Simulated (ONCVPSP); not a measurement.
# Pseudopotential generation for Co: ONCV, LDA (Perdew-Wang 92)

Do these settings give a usable potential? It is generated, then checked for transferability, scattering, ghosts and hardness.

The numbers are computed with ONCVPSP 4.0.1.1 (patched build) (LDA (Perdew-Wang 92), scalar-relativistic, spin-unpolarised reference atom).

### 1 Starting point

Typed settings, in words:

| Quantity | Value |
| --- | --- |
| element | cobalt (Co, Z = 27) |
| type | optimised norm-conserving Vanderbilt (ONCV) |
| frozen core | [Ne] |
| valence charge | 17 |
| reference configuration | 3s2 3p6 3d7 4s1 4p1 |
| partial waves | 3s+4s: rc 1.30 bohr, ncon 4, nbas 7, qcut 10.3 1/bohr, 3 projectors, debl 0.4 Ha; 3p+4p: rc 1.55 bohr, ncon 4, nbas 8, qcut 10.3 1/bohr, 2 projectors; 3d: rc 0.95 bohr, ncon 3, nbas 8, qcut 14.3 1/bohr, 2 projectors, debl 2.1 Ha |
| local potential | polynomial inside 0.95 bohr (lpopt 5, dvloc0 0 Ha) |
| core correction | Teter function, fcfact 4.25, rcfact 1.5 |

The outer shells as boxes (Hund's rule for the drawing; the calculation is spin-unpolarised):

```
[Ne] core
3s [↑↓]
3p [↑↓][↑↓][↑↓]
3d [↑↓][↑↓][↑ ][↑ ][↑ ]
4s [↑ ]
4p [↑ ][  ][  ]
```

### 2 Generating the potential

Co.dat

```
# ATOM AND REFERENCE CONFIGURATION
# atsym  z   nc   nv     iexc    psfile
  Co 27.00    3    5  -001012      upf
#
#   n    l    f
    1    0    2.00
    2    0    2.00
    2    1    6.00
    3    0    2.00
    3    1    6.00
    3    2    7.00
    4    0    1.00
    4    1    1.00
#
# PSEUDOPOTENTIAL AND OPTIMIZATION
# lmax
    2
#
#   l,   rc,      ep,       ncon, nbas, qcut
    0    1.30    0.00    4    7   10.30
    1    1.55    0.00    4    8   10.30
    2    0.95    0.00    3    8   14.30
#
# LOCAL POTENTIAL
# lloc, lpopt,  rc(5),   dvloc0
    4    5    0.95    0.00
#
# VANDERBILT-KLEINMAN-BYLANDER PROJECTORs
# l, nproj, debl
    0    3    0.40
    1    2    1.20
    2    2    2.10
#
# MODEL CORE CHARGE
# icmod, fcfact, rcfact
    3    4.25    1.50
#
# LOG DERIVATIVE ANALYSIS
# epsh1, epsh2, depsh
   -5.00    5.00    0.04
#
# OUTPUT GRID
# rlmax, drl
    6.00    0.01
#
# TEST CONFIGURATIONS
# ncnf
    4
# nvcnf
#   n    l    f
    5
    3    0    2.00
    3    1    6.00
    3    2    7.00
    4    0    2.00
    4    1    0.00
#
    5
    3    0    2.00
    3    1    6.00
    3    2    7.00
    4    0    1.00
    4    1    0.00
#
    5
    3    0    2.00
    3    1    6.00
    3    2    7.00
    4    0    0.00
    4    1    0.00
#
    5
    3    0    2.00
    3    1    6.00
    3    2    7.00
    4    0    1.50
    4    1    0.00
#
```

The run is started by

```sh
$ oncvpsp.x < Co.dat > Co.out
```

Output in Co.out (without the consistency checks and plot data):

```text
ONCVPSP  (Optimized Norm-Conservinng Vanderbilt PSeudopotential)
scalar-relativistic version 4.0.1.1, modified

#   n    l    f        energy (Ha)
    1    0    2.00    -2.7850757E+02
    2    0    2.00    -3.3031670E+01
    2    1    6.00    -2.8341165E+01
    3    0    2.00    -3.8115141E+00
    3    1    6.00    -2.4755198E+00
    3    2    7.00    -3.7677260E-01
    4    0    1.00    -2.5110689E-01
    4    1    1.00    -8.2914312E-02

Reference configufation results
  iterations    33
  all-electron total energy (Ha)   -1.39061493D+03

Begin loop to  construct optimized pseudo wave functions
and semi-local pseudopoentials for all angular momenta

   Wellstate for l =  0  n =  5
     eigenvalue =   0.1489
     asymptotic potential =   0.6489
     half-point radius =  8.6972

Calculating optimized projector #   1

 for l=   0

    Fraction of norm inside rc  0.947141
    Optimizing pswf for qcut=  10.31 a_B^-1,  ecut=  53.12 Ha
    Residual kinetic energy error=  3.78D-07 Ha

    Energy error per electron        Cutoff
         Ha          eV             Ha
         0.01000     0.27211       23.62
         0.00100     0.02721       33.48
         0.00010     0.00272       40.70
         0.00001     0.00027       45.80

Calculating optimized projector #   2

 for l=   0

    Fraction of norm inside rc  0.044928
    Optimizing pswf for qcut=  10.31 a_B^-1,  ecut=  53.12 Ha
    Residual kinetic energy error=  4.86D-07 Ha

    Energy error per electron        Cutoff
         Ha          eV             Ha
         0.01000     0.27211        8.68
         0.00100     0.02721       28.84
         0.00010     0.00272       38.41
         0.00001     0.00027       45.43

Calculating optimized projector #   3

 for l=   0

    Fraction of norm inside rc  0.019993
    Optimizing pswf for qcut=  10.31 a_B^-1,  ecut=  53.12 Ha
    Residual kinetic energy error=  2.47D-07 Ha

    Energy error per electron        Cutoff
         Ha          eV             Ha
         0.01000     0.27211        7.00
         0.00100     0.02721       25.20
         0.00010     0.00272       36.15
         0.00001     0.00027       43.93

Calculating optimized projector #   1

 for l=   1

    Fraction of norm inside rc  0.966980
    Optimizing pswf for qcut=  10.31 a_B^-1,  ecut=  53.18 Ha
    Residual kinetic energy error=  3.14D-08 Ha

    Energy error per electron        Cutoff
         Ha          eV             Ha
         0.01000     0.27211       26.79
         0.00100     0.02721       33.69
         0.00010     0.00272       39.44
         0.00001     0.00027       44.23

Calculating optimized projector #   2

 for l=   1

    Fraction of norm inside rc  0.028366
    Optimizing pswf for qcut=  10.31 a_B^-1,  ecut=  53.18 Ha
    Residual kinetic energy error=  5.60D-09 Ha

    Energy error per electron        Cutoff
         Ha          eV             Ha
         0.01000     0.27211       16.59
         0.00100     0.02721       25.46
         0.00010     0.00272       33.03
         0.00001     0.00027       39.32

   Wellstate for l =  2  n =  4
     eigenvalue =   1.7232
     asymptotic potential =   2.2232
     half-point radius =  2.1490

Calculating optimized projector #   1

 for l=   2

    Fraction of norm inside rc  0.529146
    Optimizing pswf for qcut=  14.29 a_B^-1,  ecut= 102.03 Ha
    Residual kinetic energy error=  2.65D-05 Ha

    Energy error per electron        Cutoff
         Ha          eV             Ha
         0.01000     0.27211       71.18
         0.00100     0.02721       84.57
         0.00010     0.00272       95.38
         0.00001     0.00027      206.57

Calculating optimized projector #   2

 for l=   2

    Fraction of norm inside rc  0.132326
    Optimizing pswf for qcut=  14.29 a_B^-1,  ecut= 102.03 Ha
    Residual kinetic energy error=  2.89D-05 Ha

    Energy error per electron        Cutoff
         Ha          eV             Ha
         0.01000     0.27211       69.35
         0.00100     0.02721       84.59
         0.00010     0.00272       96.28
         0.00001     0.00027      127.32

Construct Vanderbilt / Kleinmman-Bylander projectors

B matrix Hermiticity error, ll=   0
   1   2    3.7576E-04
   1   3   -2.7429E-04
   2   3    8.2190E-06

  Orthonormal projector coefficients  4.1011E+01  8.7146E+00  1.5957E+00

B matrix Hermiticity error, ll=   1
   1   2    1.4838E-04

  Orthonormal projector coefficients  3.6914E+00 -3.5159E-01

B matrix Hermiticity error, ll=   2
   1   2    3.1885E-04

  Orthonormal projector coefficients -1.4623E+01 -3.6308E+00

Model core correction analysis
  based on d2Exc/dn_idn_j

d2excae - all-electron derivatives

   -4.102839D-02   -3.841723D-02   -2.881546D-02   -2.464920D-03
   -9.839922D-04
   -3.841736D-02   -3.689404D-02   -2.829035D-02   -3.012747D-03
   -1.168750D-03
   -2.881577D-02   -2.829054D-02   -2.582893D-02   -7.701326D-03
   -3.516895D-03
   -2.464899D-03   -3.012622D-03   -7.699511D-03   -3.054452D-02
   -2.370541D-02
   -9.840058D-04   -1.168747D-03   -3.516151D-03   -2.370010D-02
   -2.799053D-02

d2excps - pseudofunction derivatives with no core correction

   -4.652371D-02   -4.114190D-02   -3.277813D-02   -2.959670D-03
   -1.135759D-03
   -4.114223D-02   -3.948131D-02   -3.213807D-02   -3.180957D-03
   -1.255340D-03
   -3.277853D-02   -3.213828D-02   -2.854093D-02   -7.911941D-03
   -3.632298D-03
   -2.959751D-03   -3.180837D-03   -7.910132D-03   -3.058342D-02
   -2.371547D-02
   -1.135788D-03   -1.255340D-03   -3.631558D-03   -2.371016D-02
   -2.799469D-02

rms 2nd derivative error    2.198517E-03

rmatch, rhocmatch    0.3873   55.9677

Teter function model core charge with specified parameters

d2excps - pseudofunction derivatives with core correction

   -3.799897D-02   -3.643407D-02   -2.923042D-02   -2.377435D-03
   -9.700973D-04
   -3.643404D-02   -3.625693D-02   -2.955454D-02   -2.872041D-03
   -1.145813D-03
   -2.923057D-02   -2.955471D-02   -2.642554D-02   -7.681710D-03
   -3.545096D-03
   -2.377399D-03   -2.871908D-03   -7.679893D-03   -3.054320D-02
   -2.370443D-02
   -9.701050D-04   -1.145808D-03   -3.544352D-03   -2.369912D-02
   -2.799091D-02

rms 2nd derivative error    9.253105E-04

Pseudoatom total energy -145.424247

Diagnostic tests using Vanderbilt-Kleinman-Bylander pseudopotentials
  1 or more projectors used as specified by nproj input data

   l    rcore       rmatch      e in        delta e   norm test  slope test

   0   1.3044825   1.3440894  -3.8115141   0.0000058   1.0001976   1.0001841
   0   1.3044825   1.3440894  -0.2511069   0.0000061   1.0000478   1.0000375
   0   1.3044825   1.3440894   0.1488931   0.0000416   1.0003025   1.0003025

   1   1.5515998   1.5987097  -2.4755198  -0.0000093   1.0001764   1.0001677
   1   1.5515998   1.5987097  -0.0829143   0.0000021   1.0000291   1.0000309

   2   0.9500474   0.9788929  -0.3767726  -0.0000713   1.0000970   0.9999339
   2   0.9500474   0.9788929   1.7232274  -0.0000383   1.0003361   1.0003361

 Testing for bound ghosts
   n   l    E NL Schr. Eq   E Basis Diag.   E Cutoff

   1   0       -3.811508       -3.811507    155.21
   2   0       -0.251101       -0.119164    155.21

   2   1       -2.475529       -2.475528    126.55
   3   1       -0.082912        0.048121    126.55

   3   2       -0.376844       -0.345444    381.04

 Testing for highly-localized positive-energy ghosts
       l    <radius>/rc     E Basis Diag.   E Cutoff

       0        0.548686       44.919569    155.21  WARNING - GHOST(+)

Test configuration 0

   n   l     f        eae           eps        diff
   1   0  2.0000 -278.50756606
   2   0  2.0000  -33.03167033
   2   1  6.0000  -28.34116530
   3   0  2.0000   -3.81151406   -3.81150830    5.76D-06
   3   1  6.0000   -2.47551982   -2.47552909   -9.27D-06
   3   2  7.0000   -0.37677260   -0.37684392   -7.13D-05
   4   0  1.0000   -0.25110689   -0.25110076    6.13D-06
   4   1  1.0000   -0.08291431   -0.08291221    2.10D-06

    Total energies and differences
      AE_ref= -1.39061493D+03  AE_tst= -1.39061493D+03  dif=  0.00D+00
      PS_ref= -1.45424247D+02  PS_tst= -1.45424247D+02  dif=  5.68D-14
      PSP excitation error= -5.68D-14

Test configuration 1

   n   l     f        eae           eps        diff
   1   0  2.0000 -278.43961764
   2   0  2.0000  -32.96719592
   2   1  6.0000  -28.27650171
   3   0  2.0000   -3.74375572   -3.74374298    1.27D-05
   3   1  6.0000   -2.40765133   -2.40765895   -7.61D-06
   3   2  7.0000   -0.31094340   -0.31094907   -5.67D-06
   4   0  2.0000   -0.20850416   -0.20851209   -7.93D-06

    Total energies and differences
      AE_ref= -1.39061493D+03  AE_tst= -1.39077762D+03  dif= -1.63D-01
      PS_ref= -1.45424247D+02  PS_tst= -1.45586955D+02  dif= -1.63D-01
      PSP excitation error=  1.45D-05

Test configuration 2

   n   l     f        eae           eps        diff
   1   0  2.0000 -278.76873356
   2   0  2.0000  -33.28926021
   2   1  6.0000  -28.59917884
   3   0  2.0000   -4.07085381   -4.07065020    2.04D-04
   3   1  6.0000   -2.73511712   -2.73504382    7.33D-05
   3   2  7.0000   -0.63530746   -0.63541434   -1.07D-04
   4   0  1.0000   -0.48042691   -0.48040280    2.41D-05

    Total energies and differences
      AE_ref= -1.39061493D+03  AE_tst= -1.39043626D+03  dif=  1.79D-01
      PS_ref= -1.45424247D+02  PS_tst= -1.45245570D+02  dif=  1.79D-01
      PSP excitation error= -1.37D-05

Test configuration 3

   n   l     f        eae           eps        diff
   1   0  2.0000 -279.15070235
   2   0  2.0000  -33.66025973
   2   1  6.0000  -28.97112778
   3   0  2.0000   -4.44798890   -4.44761181    3.77D-04
   3   1  6.0000   -3.11245936   -3.11228578    1.74D-04
   3   2  7.0000   -1.00676468   -1.00704517   -2.80D-04

    Total energies and differences
      AE_ref= -1.39061493D+03  AE_tst= -1.38980865D+03  dif=  8.06D-01
      PS_ref= -1.45424247D+02  PS_tst= -1.44617959D+02  dif=  8.06D-01
      PSP excitation error= -1.21D-05

Test configuration 4

   n   l     f        eae           eps        diff
   1   0  2.0000 -278.59656060
   2   0  2.0000  -33.12107664
   2   1  6.0000  -28.43064869
   3   0  2.0000   -3.90002003   -3.89991177    1.08D-04
   3   1  6.0000   -2.56411223   -2.56408371    2.85D-05
   3   2  7.0000   -0.46616428   -0.46621425   -5.00D-05
   4   0  1.5000   -0.33985499   -0.33985130    3.69D-06

    Total energies and differences
      AE_ref= -1.39061493D+03  AE_tst= -1.39064098D+03  dif= -2.61D-02
      PS_ref= -1.45424247D+02  PS_tst= -1.45450306D+02  dif= -2.61D-02
      PSP excitation error= -6.59D-07
```

It took 6.2 s on 1 thread of Neoverse-N1, shared host.

Partial waves on a coarse radial grid (AE all-electron, PS pseudo):

| r (bohr) | 3s AE | 3s PS |
| --- | --- | --- |
| 0.078 | -0.0565 | 0.1844 |
| 0.155 | -0.6532 | 0.3659 |
| 0.232 | -0.5198 | 0.5445 |
| 0.310 | -0.0253 | 0.7174 |
| 0.388 | 0.4965 | 0.8739 |
| 0.465 | 0.8923 | 1.0031 |
| 0.542 | 1.1374 | 1.0979 |
| 0.620 | 1.2506 | 1.1525 |
| 0.698 | 1.2624 | 1.1629 |
| 0.775 | 1.2088 | 1.1326 |
| 0.852 | 1.1169 | 1.0687 |
| 0.930 | 1.0044 | 0.9793 |
| 1.008 | 0.8862 | 0.8755 |
| 1.085 | 0.7720 | 0.7685 |
| 1.162 | 0.6651 | 0.6644 |
| 1.240 | 0.5669 | 0.5668 |
| 1.318 | 0.4797 | 0.4797 |
| 1.395 | 0.4045 | 0.4044 |
| 1.472 | 0.3395 | 0.3394 |
| 1.550 | 0.2830 | 0.2830 |
| 1.628 | 0.2352 | 0.2352 |
| 1.705 | 0.1954 | 0.1953 |
| 1.782 | 0.1619 | 0.1619 |
| 1.860 | 0.1335 | 0.1335 |
| 1.938 | 0.1099 | 0.1099 |
| 2.015 | 0.0906 | 0.0906 |

Densities times 4π (e/bohr³); a dash where the program caps the true core:

| r (bohr) | pseudo valence | true core | model core |
| --- | --- | --- | --- |
| 0.078 | 13.46 | – | 224.6 |
| 0.232 | 30.97 | – | 142.5 |
| 0.388 | 54.93 | 55.58 | 54.19 |
| 0.542 | 54.66 | 4.533 | 11.21 |
| 0.698 | 37.03 | 0.3355 | 0.8532 |
| 0.852 | 21.18 | 0.02523 | 0.001664 |
| 1.008 | 11.25 | 0.001857 | 0.004023 |
| 1.162 | 5.907 | 0.0001441 | 2.554e-06 |
| 1.318 | 3.166 | 1.103e-05 | 0.0001745 |
| 1.472 | 1.806 | 8.807e-07 | 2.629e-06 |
| 1.628 | 1.089 | 1e-07 | 1.582e-05 |
| 1.782 | 0.7055 | 0 | 0 |
| 1.938 | 0.4825 | 0 | 0 |

### 3 Transferability, from the output's test configurations

The tests as a table, with energies relative to 3s2 3p6 3d7 4s1 4p1.

```csv
valence configuration,charge,ΔE all-electron (eV),error AE − PS (meV)
3s2 3p6 3d7 4s2 4p0,0,-4.427,+0.4
3s2 3p6 3d7 4s1 4p0,+1,4.862,-0.4
3s2 3p6 3d7 4s0 4p0,+2,21.940,-0.3
3s2 3p6 3d7 4s1.5 4p0,+0.5,-0.709,0.0
```

### 4 Logarithmic derivatives

Taken from the files of the generation run. The phase is arctan(r·R′/R) of the radial function R, unwrapped, with energies in Ha. A pole is an energy at which the radial function vanishes at the test radius. The pseudo phase is shifted by a multiple of π to meet the all-electron one at the reference energy. Levels narrower than the energy grid can be missing from the poles. The last column is the largest difference on the grid between −0.5 and +0.5 Ha.

| channel | radius (bohr) | reference (Ha) | poles AE | poles PS | window around the reference with phases within 0.05 rad (Ha) | largest difference near zero (rad) |
| --- | --- | --- | --- | --- | --- | --- |
| s | 1.32 | -0.25 | -3.21 | -3.21 | the whole range | 0.000 |
| p | 1.57 | -0.08 | -2.21 | -2.21 | the whole range | 0.000 |
| d | 0.96 | -0.38 | 2.59 | 2.59 | the whole range | 0.000 |

Phases (rad) along the scan:

| E (Ha) | d AE | d PS | s AE | s PS |
| --- | --- | --- | --- | --- |
| -4.96 | 0.995 | 0.995 | 0.648 | 0.648 |
| -4.48 | 0.932 | 0.933 | -0.252 | -0.252 |
| -4.00 | 0.852 | 0.852 | -1.158 | -1.158 |
| -3.52 | 0.743 | 0.743 | -1.471 | -1.471 |
| -3.04 | 0.591 | 0.591 | -1.612 | -1.612 |
| -2.56 | 0.376 | 0.376 | -1.699 | -1.699 |
| -2.08 | 0.081 | 0.081 | -1.766 | -1.766 |
| -1.60 | -0.274 | -0.274 | -1.827 | -1.827 |
| -1.12 | -0.618 | -0.618 | -1.891 | -1.891 |
| -0.64 | -0.891 | -0.891 | -1.964 | -1.964 |
| -0.16 | -1.089 | -1.089 | -2.056 | -2.056 |
| 0.32 | -1.230 | -1.230 | -2.183 | -2.183 |
| 0.80 | -1.335 | -1.335 | -2.369 | -2.369 |
| 1.28 | -1.415 | -1.415 | -2.654 | -2.654 |
| 1.76 | -1.480 | -1.480 | -3.065 | -3.065 |
| 2.24 | -1.535 | -1.535 | -3.517 | -3.517 |
| 2.72 | -1.583 | -1.583 | -3.870 | -3.870 |
| 3.20 | -1.627 | -1.627 | -4.102 | -4.102 |
| 3.68 | -1.668 | -1.668 | -4.252 | -4.252 |
| 4.16 | -1.709 | -1.709 | -4.354 | -4.354 |
| 4.64 | -1.751 | -1.751 | -4.427 | -4.427 |

### 5 Plane-wave cutoff and ghosts

Read off the output, the cutoffs (Ha) at which the residual kinetic energy of the hardest occupied pseudo-wave falls to 1 and 0.1 mHa per electron: 85 Ha and 95 Ha.

The program's own ghost test: no bound ghost flagged; GHOST(+) flagged for s at 1222.3 eV.

Cutoff (Ha) at which the first wave of each channel reaches a given error (Ha per electron):

| error | s | p | d |
| --- | --- | --- | --- |
| 1.0e-02 | 23.6 | 26.8 | 71.2 |
| 3.2e-03 | 28.9 | 30.3 | 78.3 |
| 1.0e-03 | 33.5 | 33.7 | 84.6 |
| 3.2e-04 | 37.1 | 36.6 | 90.2 |
| 1.0e-04 | 40.7 | 39.4 | 95.4 |
| 3.2e-05 | 43.4 | 42.0 | 101.8 |
| 1.0e-05 | 45.8 | 44.2 | 206.6 |

### 6 What came out

```
                                                quantity                              value
  cutoffs for 1 and 0.1 mHa per electron, occupied waves                    85 Ha and 95 Ha
                                            bound ghosts                         none found
                                          GHOST(+) flags                       s at 1222 eV
                            largest test error (AE − PS)  +0.4 meV, for 3s2 3p6 3d7 4s2 4p0
largest phase difference near zero energy, channels read                          0.000 rad
 rms error of d²Exc/dn², without and with the model core                  2.20 and 0.93 mHa
```

**Reading.** By total energies transferability is very good: the largest error is 0.4 meV on 4.4 eV, for 3s2 3p6 3d7 4s2 4p0. It counts as very hard, with 85 Ha needed at the looser tolerance. At the looser tolerance the 3d wave is the slowest; 3p needs 34 Ha. It is free of bound ghosts as far as tested. Near zero energy the phases of the channels with partial waves agree within 0.001 rad. The program also flags highly localised states, GHOST(+) (s). These are tests on the free atom; a crystal test is still owed.
